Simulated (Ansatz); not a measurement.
# CH9ClO2Si: the cost of one run

All numbers below are computed with Ansatz 0.2.0 (UKS PBE0-D4/STO-3G).

**1. Starting point**

Bond lengths: Si1–Cl2 2.495 Å, Si1–H3 1.463 Å, Si1–H4 1.456 Å, Si1–C5 1.908 Å, Si1–O7 2.064 Å, C5–H10 1.088 Å, C5–H11 1.088 Å, C5–H12 1.089 Å, O7–H13 0.956 Å, O9–H14 0.959 Å. Angles (14 of 17 angles, heavy atoms first): Cl2–Si1–C5 174.6°, Cl2–Si1–O7 82.4°, C5–Si1–O7 92.3°, Cl2–Si1–H3 78.9°, Cl2–Si1–H4 78.7°, H3–Si1–C5 103.0°, H3–Si1–O7 105.3°, H4–Si1–C5 102.5°, H4–Si1–O7 105.8°, Si1–C5–H10 112.7°, Si1–C5–H11 111.3°, Si1–C5–H12 110.7°, Si1–O7–H13 106.7°, H3–Si1–H4 138.6°.

Coordinates:

```xyz
14

Si   -0.5418   -0.2855   -0.8412
Cl   -1.3295   -1.7822    0.9924
H    -1.9828   -0.0379   -0.8764
H     0.3761   -1.4075   -0.9743
C     0.1375    0.9592   -2.1173
H     0.7751    0.0339    1.5306
O     0.1635    0.8306    0.7450
H     0.1422   -1.5725    1.9190
O     1.1296   -0.8913    2.3354
H    -0.3717    1.9202   -2.0789
H     1.1966    1.1494   -1.9598
H     0.0258    0.5726   -3.1293
H    -0.6020    1.1231    1.2364
H     0.8814   -0.6122    3.2185
```

**2. Run 1**

150 steps of 0.5 fs at constant energy, with velocities drawn for 100 K.

input.yaml

```yaml
crystal:
  periodic: [false, false, false]
  atoms:
    - { symbol: Si, position_ang: [-0.5418, -0.2855, -0.8412] }
    - { symbol: Cl, position_ang: [-1.3295, -1.7822, 0.9924] }
    - { symbol: H, position_ang: [-1.9828, -0.0379, -0.8764] }
    - { symbol: H, position_ang: [0.3761, -1.4075, -0.9743] }
    - { symbol: C, position_ang: [0.1375, 0.9592, -2.1173] }
    - { symbol: H, position_ang: [0.7751, 0.0339, 1.5306] }
    - { symbol: O, position_ang: [0.1635, 0.8306, 0.745] }
    - { symbol: H, position_ang: [0.1422, -1.5725, 1.919] }
    - { symbol: O, position_ang: [1.1296, -0.8913, 2.3354] }
    - { symbol: H, position_ang: [-0.3717, 1.9202, -2.0789] }
    - { symbol: H, position_ang: [1.1966, 1.1494, -1.9598] }
    - { symbol: H, position_ang: [0.0258, 0.5726, -3.1293] }
    - { symbol: H, position_ang: [-0.602, 1.1231, 1.2364] }
    - { symbol: H, position_ang: [0.8814, -0.6122, 3.2185] }
magnetization:
  spin_polarized: true
basis:
  gaussian: { orbitals: STO-3G }
hamiltonian:
  xc: pbe0
  dispersion: d4
md:
  timestep: 0.5
  n_steps: 150
  ensemble: nve
  temperature: 100.0
  initial_velocities: maxwell_boltzmann
  seed: 24987
```

Run with:

```
> ansatz run input.yaml --threads 1 --pin off --max-ram 2048MiB --backend cpu --events-out ev --progress --plain --runs-dir out
```

Q: Estimate wall time and peak memory on 1 thread of Intel Xeon 6975P-C (Granite Rapids), shared host.

About 6.7 min, with a peak of 0.17 GiB.
